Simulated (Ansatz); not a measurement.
I need a ladder of methods at one geometry of BrSi. Use Ansatz 0.2.0, Python API. Level of theory (for the species named): MP2, def2-SVP basis, multiplicity 2. The script varies method: mp2, ccsd, ccsd_t, ccsdt.

```yaml
atoms:
  - { symbol: Si, position_ang: [0.0000, 0.0000, 0.0000] }
  - { symbol: Br, position_ang: [0.0000, 0.0000, 2.2300] }
```

The script, `run_methods.py`:
```python
# -*- coding: utf-8 -*-
"""BrSi at several levels of theory."""

import ansatz

GEOMETRY = """
Si    0.00000    0.00000    0.00000
Br    0.00000    0.00000    2.23000
"""

brsi = ansatz.Crystal.molecule()
for line in GEOMETRY.strip().splitlines():
    symbol, *xyz = line.split()
    brsi = brsi.atom(symbol, [float(v) for v in xyz])

calculation = brsi.calculation()
calculation = calculation.basis(gaussian="def2-SVP")
calculation = calculation.spin("collinear", total=1)

methods = ["mp2", "ccsd", "ccsd_t", "ccsdt"]
reports = [calculation.correlation(m).run(threads=1).report for m in methods]
print(f"Hartree-Fock reference {reports[0]['reference_energy_ev'] / 27.211386246:.6f} Ha")
best = reports[-1]["free_energy_ev"] - reports[-1]["reference_energy_ev"]
for method, each in zip(methods, reports):
    gained = each["free_energy_ev"] - each["reference_energy_ev"]
    print(f"{method:8s} total {each['free_energy_ev'] / 27.211386246:.6f} Ha  correlation {gained:9.4f} eV  ({100 * gained / best:.1f} % of the last)")
```

```console
$ python run_methods.py
Hartree-Fock reference -2860.926913 Ha
mp2      total -2861.214571 Ha  correlation   -7.8276 eV  (92.0 % of the last)
ccsd     total -2861.231226 Ha  correlation   -8.2808 eV  (97.3 % of the last)
ccsd_t   total -2861.239044 Ha  correlation   -8.4935 eV  (99.8 % of the last)
ccsdt    total -2861.239682 Ha  correlation   -8.5108 eV  (100.0 % of the last)
```

What to keep in mind:
- Total energies depend on the basis set; only differences at equal settings carry meaning.
- The geometry is a force-field or estimated start, not a minimum of this method, and the basis set is short of its limit. A lower total doesn't mark the better method: functionals have no common bound, and MP2 and coupled cluster aren't variational.
- The species is open-shell (spin multiplicity 2).
- Inner cores stay frozen; a filled d shell under the valence of the heavier atoms is correlated with it.
- The spin state was assumed, and another may lie lower.
- Run time: 28 s on 1 thread of Arm Neoverse V2 (shared host), peak memory 0.5 GiB.

(A comment or docstring line of the script was reworded after the run, the code is as it ran; lines on the test bed's own set-up are left out of the output.)
